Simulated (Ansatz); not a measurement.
# AgPbF4: the cost of one run

Program: Ansatz 0.2.0. Level of theory: DFT PBE, scalar-relativistic, plane waves, PAW. These are calculated values, not measurements.

## (1) The system as given

Symmetry: P6/mmm, No. 191, hexagonal system. The conventional cell has a = 3.498 Å, b = 3.498 Å, c = 7.555 Å, α = 90.00°, β = 90.00°, γ = 120.00°. Around Ag (site symmetry 6/mmm) lie 12 F at 2.77 Å. Around Pb (site symmetry 6/mmm) lie 12 F at 2.77 Å. F (site symmetry 3m) has 3 F at 2.02 Å and 3 Ag at 2.77 Å and 3 Pb at 2.77 Å as nearest neighbours.

Coordinates:

```cif
data_structure
_symmetry_space_group_name_H-M 'P 1'
_symmetry_Int_Tables_number 1
_cell_length_a 3.4977
_cell_length_b 3.4977
_cell_length_c 7.5550
_cell_angle_alpha 90.000
_cell_angle_beta 90.000
_cell_angle_gamma 120.000
_cell_volume 80.04
loop_
_atom_site_label
_atom_site_type_symbol
_atom_site_fract_x
_atom_site_fract_y
_atom_site_fract_z
_atom_site_occupancy
Ag1 Ag 0.00000 0.00000 0.50000 1
Pb1 Pb 0.00000 0.00000 0.00000 1
F1 F 0.33333 0.66667 0.25000 1
F2 F 0.33333 0.66667 0.75000 1
F3 F 0.66667 0.33333 0.25000 1
F4 F 0.66667 0.33333 0.75000 1
```

A structure generator made this guess: ordered mixture on the cation sites of aluminium diboride (P6/mmm, No. 191). The dimensions are guesses.

## (2) A first look at the guess

The input, input.yaml:

```yaml
crystal:
  lattice:
    - [3.49767219, 0.0, 0.0]
    - [-1.7488361, 3.02907297, 0.0]
    - [0.0, 0.0, 7.55497194]
  atoms:
    - { symbol: Ag, position: [0.0, 0.0, 0.5] }
    - { symbol: Pb, position: [0.0, 0.0, 0.0] }
    - { symbol: F, position: [0.33333333, 0.66666667, 0.25] }
    - { symbol: F, position: [0.33333333, 0.66666667, 0.75] }
    - { symbol: F, position: [0.66666667, 0.33333333, 0.25] }
    - { symbol: F, position: [0.66666667, 0.33333333, 0.75] }
basis:
  ecutwfc: 420
kpoints:
  mp_grid: { grid: [6, 6, 2] }
hamiltonian:
  xc: pbe
scf:
  occupations: { method: gaussian, width: 0.1 }
  lower_state_search: "off"
output:
  forces: true
  stress: true
  eigenvalues: true
```

Launch:

```
> ansatz run input.yaml --threads 1 --pin off --max-ram 2048MiB --backend cpu --events-out ev --progress --plain --runs-dir out
```

What time and memory should one allow on 1 thread of Arm Neoverse V1, shared host?

About 3.1 s, with a peak of 0.34 GiB.
